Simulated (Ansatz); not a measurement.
**GaHF+ (singlet): the correlation ladder, cc-pVDZ**

Aim: climb from Hartree-Fock through coupled cluster for GaHF+ (singlet) at one geometry and basis, and see what each rung misses.

Program: Ansatz 0.2.0, Gaussian basis. Level of theory: cc-pVDZ, core rule «outside noble gas», up to 15 orbitals frozen. These are calculated values, not measurements.

The runs, in order: UHF; CCSD(T) on RHF; BCCD(T) on RHF; CISD; CCSDT(Q) on RHF.

34 further runs of the same task are left out: 15 for a known fault of the program, 8 that didn't finish, 11 set aside as unsound or not needed. Runs told in other sessions of the task aren't counted.

### Step 1. The geometry

The geometry is a PBE0/def2-TZVP stationary point (not a proven minimum) of the parent state, kept for this charge and spin. No spin-orbit coupling is included. The filled d shell of Ga may be among the frozen orbitals whatever the setting's name suggests.

3 atoms, charge 1, spin multiplicity 1.

Atoms are counted from 1 here; the program's logs count them from 0.

Bond lengths: F1–Ga2 1.767 Å, Ga2–H3 1.610 Å. Angles: F1–Ga2–H3 114.2°.

Geometry (Å):

```
F     0.0000    0.0849    1.3980
Ga    0.0000   -0.0430   -0.3646
H     0.0000    1.3743   -1.1284
```

### Step 2. UHF

in.yaml reads:

```yaml
crystal:
  periodic: [false, false, false]
  atoms:
    - {symbol: F, position_ang: [0.000000, 0.084867, 1.398020]}
    - {symbol: Ga, position_ang: [0.000000, -0.042993, -0.364625]}
    - {symbol: H, position_ang: [0.000000, 1.374322, -1.128426]}
basis:
  gaussian: {orbitals: cc-pVDZ}
total_charge: 1
magnetization: {spin_polarized: true, initial_magnetization: 0}
hamiltonian: {xc: hf}
output: {orbitals: {seedname: orbitals}}
```

Run with:

```
> ansatz run in.yaml --threads 1 --pin off --events-out ev --progress --plain --max-ram 2393MiB
```

The runs that follow: CCSD(T) on RHF; BCCD(T) on RHF; CISD; CCSDT(Q) on RHF.

**Question.** What will the summary of the whole plan be? Wanted: RCCSDT(Q) from the RHF energy; RMP2 from RCCSDT(Q); RCCSD from RCCSDT(Q); RCCSD(T) from RCCSDT(Q); T1 diagnostic.

The runs gave:

```
                         quantity                      value
    RCCSDT(Q) from the RHF energy                 -7.1680 eV
              RMP2 from RCCSDT(Q)               +44.1 kJ/mol
             RCCSD from RCCSDT(Q)               +19.2 kJ/mol
          RCCSD(T) from RCCSDT(Q)                +3.7 kJ/mol
levels within 1 kcal/mol (43 meV)  RCCSD(T), BCCD(T), RCCSDT
                    T1 diagnostic                      0.026
```

RCCSD(T) misses by +3.7 kJ/mol, 0.5 % of the correlation energy. These misses are within one basis, not against nature.
